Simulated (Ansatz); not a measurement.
# FH₃O₃Si: how energies converge with the basis set

The task here is to estimate one member of a computed series from the others.

Computed with Ansatz 0.2.0, Gaussian basis. Level: one geometry, several basis sets.

Plan: PBE0-D4/def2-SVP; ωB97M-V/def2-SVP; PBE0-D4/def2-QZVPP; ωB97M-V/def2-QZVPP; the functionals' def2-TZVPP values are taken from earlier runs.

**Structure used throughout**

An earlier PBE0-D4 in a triple-zeta def2 set relaxation fixed the geometry.

8 atoms, charge 0, spin multiplicity 1.

Atoms are counted from 1 here; the program's logs count them from 0.

Bond lengths: O1–Si2 1.619 Å, O1–H6 0.958 Å, Si2–O3 1.619 Å, Si2–O4 1.619 Å, Si2–F5 1.594 Å, O3–H7 0.958 Å, O4–H8 0.958 Å. Angles: Si2–O1–H6 118.5°, O1–Si2–O3 109.9°, O1–Si2–O4 109.9°, O1–Si2–F5 109.0°, O3–Si2–O4 109.9°, O3–Si2–F5 109.0°, O4–Si2–F5 109.1°, Si2–O3–H7 118.5°, Si2–O4–H8 118.5°.

Geometry (Å):

```xyz
8
FH3O3Si
O    -0.0149    1.5537   -0.3076
Si    0.0506   -0.0488   -0.0879
O     0.9801   -0.3922    1.1923
O    -1.4410   -0.6346    0.1417
F     0.6820   -0.7263   -1.3856
H    -0.5164    1.8936   -1.0493
H     1.8993   -0.1241    1.1752
H    -1.5477   -1.5783    0.2654
```

Set-up of the first run:

Input file in.yaml:

```yaml
crystal:
  periodic: [false, false, false]
  atoms:
    - {symbol: O, position_ang: [-0.014884, 1.553676, -0.307606]}
    - {symbol: Si, position_ang: [0.050596, -0.048830, -0.087876]}
    - {symbol: O, position_ang: [0.980088, -0.392189, 1.192303]}
    - {symbol: O, position_ang: [-1.440993, -0.634594, 0.141685]}
    - {symbol: F, position_ang: [0.681981, -0.726336, -1.385614]}
    - {symbol: H, position_ang: [-0.516436, 1.893596, -1.049291]}
    - {symbol: H, position_ang: [1.899333, -0.124059, 1.175178]}
    - {symbol: H, position_ang: [-1.547684, -1.578263, 0.265422]}
basis:
  gaussian: {orbitals: def2-SVP}
hamiltonian: {xc: pbe0, dispersion: d4}
output: {orbitals: {seedname: orbitals}}
```

Among the steps run: PBE0-D4 in def2-SVP; ωB97M-V in def2-SVP; PBE0-D4 in def2-QZVPP; ωB97M-V in def2-QZVPP.

One table of the session follows, with a row left open; its other results are not shown here.

It belongs to the step «Functionals by basis». 

| functional | basis | HOMO (eV) | LUMO (eV) |
| --- | --- | --- | --- |
| PBE0-D4 | def2-SVP | -9.45 | 1.01 |
| PBE0-D4 | def2-TZVPP | ? | ? |
| PBE0-D4 | def2-QZVPP | -9.84 | 0.03 |
| ωB97M-V | def2-SVP | -11.93 | 2.68 |
| ωB97M-V | def2-TZVPP | -12.27 | 1.87 |
| ωB97M-V | def2-QZVPP | -12.35 | 1.32 |

Estimate the missing values for PBE0-D4, def2-TZVPP.

As computed: HOMO (eV): -9.77; LUMO (eV): 0.38. In the column «HOMO (eV)» it lies between PBE0-D4, def2-QZVPP (-9.84) and PBE0-D4, def2-SVP (-9.45).
